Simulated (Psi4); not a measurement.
**A workflow on SiCl3O (SMILES [O][Si](Cl)(Cl)Cl)**

Aim: a series of 8 runs (UB3LYP-D3(BJ)/def2-TZVP) of Cl3OSi. 

The calculation is run with Psi4 1.11.

### Step 1. The system as given

SiCl3O has 5 atoms, charge 0, and is taken as a doublet. SMILES: `[O][Si](Cl)(Cl)Cl`. The shape is that of a PBE0-D4/def2-TZVP optimisation.

Bond lengths: O1–Si2 1.645 Å, Si2–Cl3 2.018 Å, Si2–Cl4 2.020 Å, Si2–Cl5 2.018 Å. Angles: O1–Si2–Cl3 111.8°, O1–Si2–Cl4 100.7°, O1–Si2–Cl5 111.8°, Cl3–Si2–Cl4 111.9°, Cl3–Si2–Cl5 108.6°, Cl4–Si2–Cl5 111.9°.

### Step 2. The energy at UB3LYP-D3(BJ)/def2-TZVP (density fitting) (run 1)

The input, job.py:

```python
import psi4

psi4.set_memory('1600 MB')
psi4.set_num_threads(1)
psi4.set_output_file('output.dat', False)

molecule = psi4.geometry("""
0 2
O      0.815000    -1.070800     1.039300
Si     0.038600    -0.018800     0.041000
Cl    -1.536500     0.855600     0.950500
Cl    -0.542800    -1.265500    -1.438700
Cl     1.275600     1.425900    -0.633600
symmetry c1
""")

psi4.set_options({
    'basis': 'def2-TZVP',
    'reference': 'uks',
})

e_tot = psi4.energy('B3LYP-D3BJ')
print(f'B3LYP-D3BJ energy: {e_tot:.10f} Eh')
for k, v in sorted(psi4.core.scalar_variables().items()):
    print(f'{k:45s} {v:18.10f}')
```

Started as:

```
$ python job.py
```

output.dat, shortened:

```text
[...]
  Running in c1 symmetry.
[...]
  Nuclear repulsion =  433.997072395605301
[...]
  Multiplicity = 2
[...]
  Nalpha       = 37
  Nbeta        = 36
[...]
    Number of basis functions: 179
[...]
   @DF-UKS iter   1: -1745.08058704352698    3.27227e-01   5.78396e-03 DIIS/ADIIS
[...]
   @DF-UKS iter  12: -1745.59327823545118   -8.09300e-08   9.96082e-07 DIIS
[...]
   @S^2 Observed:                7.537504407E-01
[...]
    Orbital Energies [Eh]
    ---------------------
    Alpha Occupied:
       1A   -101.560630     2A   -101.551093     3A   -101.551028
       4A    -66.241929     5A    -19.215131     6A     -9.494403
       7A     -9.485233     8A     -9.485168     9A     -7.253582
      10A     -7.249331    11A     -7.247801    12A     -7.244258
      13A     -7.244192    14A     -7.239456    15A     -7.239389
      16A     -7.238883    17A     -7.238820    18A     -5.392610
      19A     -3.752118    20A     -3.751384    21A     -3.750210
      22A     -1.032855    23A     -0.887553    24A     -0.860663
      25A     -0.853607    26A     -0.552842    27A     -0.483113
      28A     -0.458777    29A     -0.452012    30A     -0.427407
      31A     -0.388570    32A     -0.381735    33A     -0.380485
      34A     -0.378612    35A     -0.359402    36A     -0.349007
[...]
  @DF-UKS Final Energy: -1745.59327823545118
   => Energetics <=
    Nuclear Repulsion Energy =            433.9970723956053007
    One-Electron Energy =               -3276.1371997232645299
    Two-Electron Energy =                1188.7505233331153249
    DFT Exchange-Correlation Energy =     -92.1897923725081796
    Empirical Dispersion Energy =          -0.0138818683990184
    VV10 Nonlocal Energy =                  0.0000000000000000
    Total Energy =                      -1745.5932782354511801
[...]
 Multipole Moments:
 ------------------------------------------------------------------------------------
     Multipole            Electronic (a.u.)      Nuclear  (a.u.)        Total (a.u.)
 ------------------------------------------------------------------------------------
 L = 1.  Multiply by 2.5417464519 to convert [e a0] to [Debye]
 Dipole X            :         -0.6810648            0.4849472           -0.1961176
 Dipole Y            :          0.8411898           -0.6090961            0.2320937
 Dipole Z            :         -0.9062743            0.6408376           -0.2654367
 Magnitude           :                                                    0.4034678
[...]
```

Standard output:

```text
B3LYP-D3BJ energy: -1745.5932782355 Eh
B3LYP-D3(BJ) DISPERSION CORRECTION ENERGY          -0.0138818684
CURRENT ENERGY                                  -1745.5932782355
CURRENT REFERENCE ENERGY                        -1745.5932782355
DD SOLVATION ENERGY                                 0.0000000000
DFT FUNCTIONAL TOTAL ENERGY                     -1745.5793963671
DFT TOTAL ENERGY                                -1745.5932782355
DFT VV10 ENERGY                                     0.0000000000
DFT XC ENERGY                                     -92.1897923725
DISPERSION CORRECTION ENERGY                       -0.0138818684
GRID ELECTRONS ALPHA                               36.9999998894
GRID ELECTRONS BETA                                35.9999991321
GRID ELECTRONS TOTAL                               72.9999990215
NUCLEAR REPULSION ENERGY                          433.9970723956
ONE-ELECTRON ENERGY                             -3276.1371997233
PCM POLARIZATION ENERGY                             0.0000000000
PE ENERGY                                           0.0000000000
SCF ITERATION ENERGY                            -1745.5932782355
SCF ITERATIONS                                     12.0000000000
SCF TOTAL ENERGY                                -1745.5932782355
TWO-ELECTRON ENERGY                              1188.7505233331
XC GRID RADIAL POINTS                              75.0000000000
XC GRID SPHERICAL POINTS                          302.0000000000
XC GRID TOTAL POINTS                           106271.0000000000
```

Run time: 27 s. Hardware: 1 thread of AMD EPYC 7R43 (Zen 3), shared host; peak memory 0.74 GiB.

### Step 3. The distorted shape: the energy at UB3LYP-D3(BJ)/def2-TZVP (density fitting) (run 2)

The input, job.py:

```python
import psi4

psi4.set_memory(1600000000)
psi4.set_num_threads(1)
psi4.core.set_output_file('psi4.out', False)

m = psi4.geometry("""
0 2
O
Si 1 1.3983
Cl 2 2.018095 1 111.83626
Cl 2 2.020346 1 100.6998 3 -118.9779
Cl 2 2.018022 1 111.8008 4 -118.99777
symmetry c1
""")

psi4.set_options(dict(basis='def2-TZVP', reference='uks'))

psi4.set_options({'reference': 'uhf', 'stability_analysis': 'follow', 'max_attempts': 5})
psi4.energy("scf")
psi4.set_options({'reference': 'uks', 'stability_analysis': 'none', 'guess': 'read', 'guess_mix': False})

e = psi4.energy("b3lyp-d3(bj)")
print('E =', round(e, 9))
```

Started as:

```
$ python job.py
```

psi4.out, shortened:

```text
[...]
  Running in c1 symmetry.
[...]
  Nuclear repulsion =  445.139914248068692
[...]
  Multiplicity = 2
[...]
  Nalpha       = 37
  Nbeta        = 36
[...]
    Number of basis functions: 179
[...]
   @DF-UHF iter   1: -1742.12441344592048    1.93348e-01   4.14527e-03 ADIIS/DIIS
[...]
   @DF-UKS iter   9: -1745.54079154189844   -3.16199e-08   3.49680e-07 DIIS
[...]
   @S^2 Observed:                7.551379341E-01
[...]
  @DF-UKS Final Energy: -1745.54079154189844
   => Energetics <=
    Nuclear Repulsion Energy =            445.1399142480686919
    One-Electron Energy =               -3298.4087335389822329
    Two-Electron Energy =                1200.0431264672702127
    DFT Exchange-Correlation Energy =     -92.3010057110839739
    Empirical Dispersion Energy =          -0.0140930071710545
    VV10 Nonlocal Energy =                  0.0000000000000000
    Total Energy =                      -1745.5407915418984430
[...]
 Multipole Moments:
 ------------------------------------------------------------------------------------
     Multipole            Electronic (a.u.)      Nuclear  (a.u.)        Total (a.u.)
 ------------------------------------------------------------------------------------
 L = 1.  Multiply by 2.5417464519 to convert [e a0] to [Debye]
 Dipole X            :         -0.2754913            0.0409744           -0.2345170
 Dipole Y            :          0.1534274           -0.0227019            0.1307255
 Dipole Z            :          1.3114700           -0.9340220            0.3774479
 Magnitude           :                                                    0.4632001
[...]
```

On the terminal:

```text
E = -1745.540791542
```

Run time: 42 s. Hardware: 1 thread of AMD EPYC 7R43 (Zen 3), shared host; peak memory 0.76 GiB.

Runs 3 to 7 aren't shown in full; the table further down has their settings and results.

### Step 4. The distorted shape: the energy at UB3LYP-D3(BJ)/def2-TZVP (density fitting) (run 8)

The input, cl3osi.in:

```
memory 1.6 GB

molecule {
  0 2
  O      2.367813    -3.174818     3.035917
  Si     0.038600    -0.018800     0.041000
  Cl    -1.536500     0.855600     0.950500
  Cl    -0.542800    -1.265500    -1.438700
  Cl     1.275600     1.425900    -0.633600
  symmetry c1
}

set {
  basis def2-TZVP
  reference uks
}

set reference uhf
set stability_analysis follow
set max_attempts 5
energy('scf')
set reference uks
set stability_analysis none
set guess read
set guess_mix false

energy_value, wavefunction = energy('b3lyp-d3(bj)', return_wfn=True)
```

Started as:

```
$ psi4 cl3osi.in cl3osi.out -n 1
```

cl3osi.out, shortened:

```text
[...]
  Running in c1 symmetry.
[...]
  Nuclear repulsion =  373.973656372264657
[...]
  Multiplicity = 2
[...]
  Nalpha       = 37
  Nbeta        = 36
[...]
    Number of basis functions: 179
[...]
   @DF-UHF iter   1: -1742.02622916484211   -6.80085e-01   3.05640e-03 ADIIS/DIIS
[...]
   @DF-UKS iter  14: -1745.39292026892713    2.85930e-07   7.33681e-07 DIIS
[...]
   @S^2 Observed:                1.754607315E+00
[...]
  @DF-UKS Final Energy: -1745.39292026892713
   => Energetics <=
    Nuclear Repulsion Energy =            373.9736563722646565
    One-Electron Energy =               -3156.7559311276136214
    Two-Electron Energy =                1129.4604319381505775
    DFT Exchange-Correlation Energy =     -92.0590383264708407
    Empirical Dispersion Energy =          -0.0120391252578043
    VV10 Nonlocal Energy =                  0.0000000000000000
    Total Energy =                      -1745.3929202689271278
[...]
 Multipole Moments:
 ------------------------------------------------------------------------------------
     Multipole            Electronic (a.u.)      Nuclear  (a.u.)        Total (a.u.)
 ------------------------------------------------------------------------------------
 L = 1.  Multiply by 2.5417464519 to convert [e a0] to [Debye]
 Dipole X            :         -0.8667937            0.9461299            0.0793362
 Dipole Y            :          1.1242152           -1.2339857           -0.1097705
 Dipole Z            :         -1.1332770            1.2338293            0.1005523
 Magnitude           :                                                    0.1686848
[...]
```

It took 97 s on 1 thread of AMD EPYC 7R43 (Zen 3), shared host; peak memory 0.66 GiB.

### Step 5. Overview of the runs

| run | start | partner | energy (Eh) | dipole moment (D) | HOMO energy (eV) | LUMO energy (eV) | wall time |
| --- | --- | --- | --- | --- | --- | --- | --- |
| 1 | – | base | -1745.593278 | 1.03 | -9.22 | -6.07 | 27 s |
| 2 | stable UHF solution | O1–Si2 1.40 Å | -1745.540792 | 1.18 | -9.17 | -6.99 | 42 s |
| 3 | stable UHF solution | O1–Si2 1.89 Å | -1745.572222 | 1.58 | -8.79 | -5.13 | 40 s |
| 4 | stable UHF solution | O1–Si2 2.14 Å | -1745.534881 | 2.29 | -8.15 | -4.35 | 38 s |
| 5 | stable UHF solution | O1–Si2 2.47 Å | -1745.488211 | 3.11 | -7.52 | -3.65 | 69 s |
| 6 | stable UHF solution | O1–Si2 2.96 Å | -1745.429867 | 3.84 | -7.46 | -4.40 | 67 s |
| 7 | stable UHF solution | O1–Si2 3.62 Å | -1745.404000 | 2.42 | -7.01 | -4.97 | 59 s |
| 8 | stable UHF solution | O1–Si2 4.94 Å | -1745.392920 | 0.43 | -6.46 | -5.86 | 97 s |

### Step 6. Outcome

| quantity | value |
| --- | --- |
| distorted shape, run 8: total energy | -1745.39292 Eh |
| distorted shape, run 8: dipole moment | 0.43 D |
| distorted shape, run 8: HOMO energy (highest over α and β) | -6.46 eV |
| distorted shape, run 8: LUMO energy (lowest over α and β) | -5.86 eV |
| distorted shape, run 8: dispersion energy | -31.61 kJ/mol |
| distorted shape, run 8: ⟨S²⟩ | 1.755 |
| energy change with the O1–Si2 bond stretched from 1.645 to 1.892 Å | 0.573 eV |
| energy change with the O1–Si2 bond shortened from 1.645 to 1.398 Å | 1.428 eV |
| energy change with the O1–Si2 bond stretched from 1.645 to 3.619 Å | 5.151 eV |
| energy change with the O1–Si2 bond stretched from 1.645 to 2.138 Å | 1.589 eV |
| energy change with the O1–Si2 bond stretched from 1.645 to 4.935 Å | 5.452 eV |
| energy change with the O1–Si2 bond stretched from 1.645 to 2.961 Å | 4.447 eV |
| energy change with the O1–Si2 bond stretched from 1.645 to 2.467 Å | 2.859 eV |

**Reading.** With the O1–Si2 bond stretched from 1.645 to 1.892 Å the energy rises by 0.57 eV (13.2 kcal/mol). The first shape isn't relaxed at this level, so the change isn't measured from a minimum. With the O1–Si2 bond shortened from 1.645 to 1.398 Å the energy rises by 1.43 eV (138 kJ/mol). With the O1–Si2 bond stretched from 1.645 to 3.619 Å the energy rises by 5.15 eV (119 kcal/mol). With the O1–Si2 bond stretched from 1.645 to 2.138 Å the energy rises by 1.59 eV (37 kcal/mol). With the O1–Si2 bond stretched from 1.645 to 4.935 Å the energy rises by 5.45 eV (126 kcal/mol). With the O1–Si2 bond stretched from 1.645 to 2.961 Å the energy rises by 4.45 eV (103 kcal/mol). The lowest energy is that of run 1; the highest lies 5.452 eV above it. Spin contamination of the reference: run 8 ⟨S²⟩ = 1.75, run 7 ⟨S²⟩ = 1.52, run 6 ⟨S²⟩ = 1.02. Where it is this large, the reference is a mixture of spin states, and values that rest on it are in doubt. All runs together took 7.3 min, the longest 97 s.
